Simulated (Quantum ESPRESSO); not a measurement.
B3Pd:

```
B Pd
1.0
     0.00000    2.61768    2.61768
     2.61768    0.00000    2.61768
     2.61768    2.61768    0.00000
B Pd
3 1
Direct
  0.00000 0.00000 0.00000
  0.25000 0.25000 0.25000
  0.75000 0.75000 0.75000
  0.50000 0.50000 0.50000
```

The cell was built by a generator and needn't be a form met in nature.

```yaml
Program: Quantum ESPRESSO 7.5
Task: phonons
Functional: PBE
Dispersion: D3(BJ)
Potentials_or_basis: GBRV 1.5 PBE
Cutoff: 612 eV
Density_cutoff: 4898 eV
k_mesh: 6 × 6 × 6
Occupations: cold, width 0.2 eV
Spin: no spin polarisation
Mixing_beta: 0.5
Most_SCF_iterations: 120
SCF_threshold: 8e-10 Ry
```

The cell and the atoms were relaxed first, to 8.77 Å³/atom (a = 3.674 Å, b = 3.674 Å, c = 3.674 Å, α = 60.00°, β = 60.00°, γ = 60.00°), and the response was taken there.

Q: What is the highest optical frequency at the zone centre?

A: 123 cm⁻¹, a mode of symmetry T1u (IR).

Optical modes at Γ, degenerate ones joined:
| cm⁻¹ | components | symmetry | active in |
| --- | --- | --- | --- |
| 468i | 3 | T1u | IR |
| 287i | 3 | T2g | Raman |
| 123 | 3 | T1u | IR |

Caveat: the k mesh is coarse; the mesh is thin for the phonons of a metal; some modes are imaginary; pairwise dispersion overbinds metals, which lowers pressure and volume.
